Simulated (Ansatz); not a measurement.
# CH₅FO₂Si₂: small, medium and large basis sets

The task here is to estimate one member of a computed series from the others.

Method: one geometry, several basis sets; program: Ansatz 0.2.0, Gaussian basis.

The runs, in order: PBE0-D4/def2-SVP; ωB97M-V/def2-SVP; PBE0-D4/def2-QZVPP; ωB97M-V/def2-QZVPP; the functionals' def2-TZVPP values are taken from earlier runs.

**The geometry**

All runs share one geometry, relaxed beforehand with PBE0-D4 in a triple-zeta def2 set.

11 atoms, charge 0, spin multiplicity 1.

Atoms are counted from 1 here; the program's logs count them from 0.

Bond lengths: C1–Si2 1.853 Å, C1–H7 1.094 Å, C1–H8 1.093 Å, C1–H9 1.093 Å, Si2–O3 1.665 Å, Si2–O5 1.637 Å, Si2–H10 1.478 Å, O3–Si4 1.625 Å, Si4–F6 1.631 Å, O5–H11 0.960 Å. Angles: Si2–C1–H7 111.0°, Si2–C1–H8 110.6°, Si2–C1–H9 110.8°, H7–C1–H8 108.1°, H7–C1–H9 108.1°, H8–C1–H9 108.2°, C1–Si2–O3 107.6°, C1–Si2–O5 113.2°, C1–Si2–H10 112.6°, O3–Si2–O5 110.1°, O3–Si2–H10 107.6°, O5–Si2–H10 105.6°, Si2–O3–Si4 141.2°, O3–Si4–F6 101.2°, Si2–O5–H11 117.3°.

Set-up of the first run:

in.yaml

```yaml
crystal:
  periodic: [false, false, false]
  atoms:
    - {symbol: C, position_ang: [-0.672584, 0.826226, -1.149709]}
    - {symbol: Si, position_ang: [0.664961, 0.425796, 0.067992]}
    - {symbol: O, position_ang: [-0.050001, 0.250223, 1.560983]}
    - {symbol: Si, position_ang: [-0.669769, -0.887023, 2.542698]}
    - {symbol: O, position_ang: [1.503494, -0.927134, -0.315797]}
    - {symbol: F, position_ang: [-0.567975, -2.211888, 1.597568]}
    - {symbol: H, position_ang: [-1.399435, 0.011822, -1.215458]}
    - {symbol: H, position_ang: [-0.250984, 0.985767, -2.145052]}
    - {symbol: H, position_ang: [-1.206065, 1.733374, -0.854927]}
    - {symbol: H, position_ang: [1.672432, 1.501295, 0.177532]}
    - {symbol: H, position_ang: [1.041427, -1.765461, -0.245229]}
basis:
  gaussian: {orbitals: def2-SVP}
hamiltonian: {xc: pbe0, dispersion: d4}
output: {orbitals: {seedname: orbitals}}
```

Steps of the session up to this table: PBE0-D4 in def2-SVP; ωB97M-V in def2-SVP; PBE0-D4 in def2-QZVPP; ωB97M-V in def2-QZVPP.

One of the session's tables, all rows but one given; the rest of the session is left out.

It belongs to the step «Density functionals: the series». 

| functional | basis | HOMO (eV) | LUMO (eV) |
| --- | --- | --- | --- |
| PBE0-D4 | def2-SVP | -7.62 | -1.58 |
| PBE0-D4 | def2-TZVPP | ? | ? |
| PBE0-D4 | def2-QZVPP | -7.75 | -1.76 |
| ωB97M-V | def2-SVP | -9.78 | 0.56 |
| ωB97M-V | def2-TZVPP | -9.91 | 0.30 |
| ωB97M-V | def2-QZVPP | -9.95 | 0.16 |

Estimate the missing values for PBE0-D4, def2-TZVPP.

As computed: HOMO (eV): -7.72; LUMO (eV): -1.71. In the column «HOMO (eV)» it lies between PBE0-D4, def2-QZVPP (-7.75) and PBE0-D4, def2-SVP (-7.62).
